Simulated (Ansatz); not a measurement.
# Al: the cost of one run

Program: Ansatz 0.2.0. Level of theory: DFT r2SCAN, scalar-relativistic, plane waves, PAW. These are calculated values, not measurements.

## 1. Starting point

It takes space group Fm-3m (No. 225, cubic). The conventional cell has a = 4.039 Å, b = 4.039 Å, c = 4.039 Å, α = 90.00°, β = 90.00°, γ = 90.00°. Al (site symmetry m-3m) has 12 Al at 2.86 Å as nearest neighbours.

Structure file:

```cif
data_structure
_symmetry_space_group_name_H-M 'Fm-3m'
_symmetry_Int_Tables_number 225
_cell_length_a 4.0389
_cell_length_b 4.0389
_cell_length_c 4.0389
_cell_angle_alpha 90.000
_cell_angle_beta 90.000
_cell_angle_gamma 90.000
_cell_volume 65.89
loop_
_atom_site_label
_atom_site_type_symbol
_atom_site_symmetry_multiplicity
_atom_site_Wyckoff_symbol
_atom_site_fract_x
_atom_site_fract_y
_atom_site_fract_z
_atom_site_occupancy
Al1 Al 4 a 0.00000 0.00000 0.00000 1
```

This is candidate A: structure listed in a database for this formula (Fm-3m, No. 225).

(A quick probe on a coarse mesh, which set the mesh and smearing, is not shown.)

## 3. Relaxing cell and atoms (candidate A)

Contents of input.yaml:

```yaml
crystal:
  lattice:
    - [0.0, 2.0194648466, 2.0194648466]
    - [2.0194648466, 0.0, 2.0194648466]
    - [2.0194648466, 2.0194648466, 0.0]
  atoms:
    - { symbol: Al, position: [0.0, 0.0, 0.0] }
basis:
  ecutwfc: 500
kpoints:
  mp_grid: { grid: [24, 24, 24] }
hamiltonian:
  xc: r2scan
scf:
  occupations: { method: gaussian, width: 0.1 }
output:
  forces: true
  stress: true
  eigenvalues: true
relax:
  adjacent_minimum: "off"
  f_tol: 0.01
  max_steps: 80
  cell: { stress_tol: 0.05 }
```

Q: Estimate wall time and peak memory on 1 thread of an x86-64 CPU, shared host.

About 34 s, with a peak of 0.56 GiB.
